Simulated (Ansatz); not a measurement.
Task: a formation energy from the elements of CaLa and its elements, with Ansatz's Python interface. Give the script and its output. Level of theory (first run): PBEsol, PAW, cutoff 500 eV, 7×7×4 k-points, Fermi-Dirac smearing of 0.05 eV, D3BJATM dispersion.

`formation.py`:
```python
# -*- coding: utf-8 -*-
"""Heat of formation of CaLa at zero temperature, after relaxing atoms and volume at fixed cell shape."""

from collections import Counter
import logging
import sys

import ansatz as az
import numpy as np

logging.basicConfig(stream=sys.stdout, format="%(name)s: %(message)s")
logger = logging.getLogger("calc")
logger.setLevel(logging.INFO)

params = {
    "functional": "pbesol",
    "dispersion": "d3bjatm",
    "cutoff_ev": 500,
    "k_spacing": 0.3,
    "occupations": "fermi_dirac",
    "width_ev": 0.05,
}

PHASES = {
    "CaLa": (
        [[3.77696, 0.0, 0.0], [-1.88848, 3.27094, 0.0], [0.0, 0.0, 6.29996]],
        [
            ("Ca", [0.0, 0.0, 0.5]),
            ("La", [2 / 3, 1 / 3, 0.0]),
        ],
    ),
    "Ca": (
        [[0.0, 2.7942, 2.7942], [2.7942, 0.0, 2.7942], [2.7942, 2.7942, 0.0]],
        [
            ("Ca", [0.0, 0.0, 0.0]),
        ],
    ),
    "La": (
        [[3.77, 0.0, 0.0], [-1.885, 3.26492, 0.0], [0.0, 0.0, 12.159]],
        [
            ("La", [0.0, 0.0, 0.0]),
            ("La", [0.0, 0.0, 0.5]),
            ("La", [1 / 3, 2 / 3, 0.75]),
            ("La", [2 / 3, 1 / 3, 0.25]),
        ],
    ),
}


def build(vectors, sites):
    crystal = az.Crystal(lattice=az.Lattice.of(vectors))
    for symbol, position in sites:
        crystal = crystal.atom(symbol, position)
    return crystal


def compute(name, crystal):
    calc = (
        crystal.calculation()
        .functional(params["functional"], dispersion=params["dispersion"])
        .basis(params["cutoff_ev"])
        .kpoints(spacing=params["k_spacing"])
        .occupations(params["occupations"], width=params["width_ev"])
        .stress()
    )
    calc = calc.relax(force_tolerance=0.02, fix_cell=["shape"])
    return calc.run(threads=1)


def counts(outcome):
    return Counter(site.symbol for site in outcome.lattice.sites)

def formation_energy(outcome, mu):
    n = counts(outcome)
    return (outcome.report["energy_sigma0_ev"] - sum(k * mu[element] for element, k in n.items())) / sum(n.values())


def volume_per_atom(outcome):
    return abs(np.linalg.det(outcome.lattice.cell_ang)) / len(outcome.lattice.sites)

phases = {name: build(*cell) for name, cell in PHASES.items()}

done = {name: compute(name, crystal) for name, crystal in phases.items()}

# chemical potentials of the elements at zero temperature
references = {"Ca": "Ca", "La": "La"}
mu = {element: done[name].report["energy_sigma0_ev"] / len(done[name].lattice.sites) for element, name in references.items()}

target = done["CaLa"]
heat = formation_energy(target, mu)
n = counts(target)
print("cell content:", dict(n), " volume", round(volume_per_atom(target), 3), "A^3/atom")
print("formation energy", round(heat, 4), "eV/atom,", round(heat * sum(n.values()), 4), "eV per cell")
print("bound against the elements" if heat < 0 else "unbound against the elements")
```

Running `python formation.py` prints:
```text
cell content: {<Element.CA: 'Ca'>: 1, <Element.LA: 'La'>: 1}  volume 34.335 A^3/atom
formation energy 0.0977 eV/atom, 0.1953 eV per cell
unbound against the elements
```

Notes:
- These settings explore the input space; cutoff and mesh may be short of convergence.
- Dispersion corrections can be off by several per cent in the lattices of metals, and by several GPa in the pressure at a fixed cell.
- For the metals among these phases the mesh is modest: differences between phases can be off by up to 40 meV an atom.
- Atoms and volume are relaxed with the cell's shape held, which in cells of lower than cubic symmetry can hide stresses and shift volumes.
- The cells come from databases of deposited and of computed structures, and not all need be stable phases.
- The compound is the structure given, not necessarily its lowest; energies are at zero temperature, with no correction for gases. A semilocal functional's error on such energies is often 0.05 to 0.1 eV an atom, and 0.1 to 0.3 eV against gases such as O2 or F2.
- Finished in 45 s on 1 thread of Arm Neoverse V2, with other jobs on the host, peak memory 0.55 GiB.
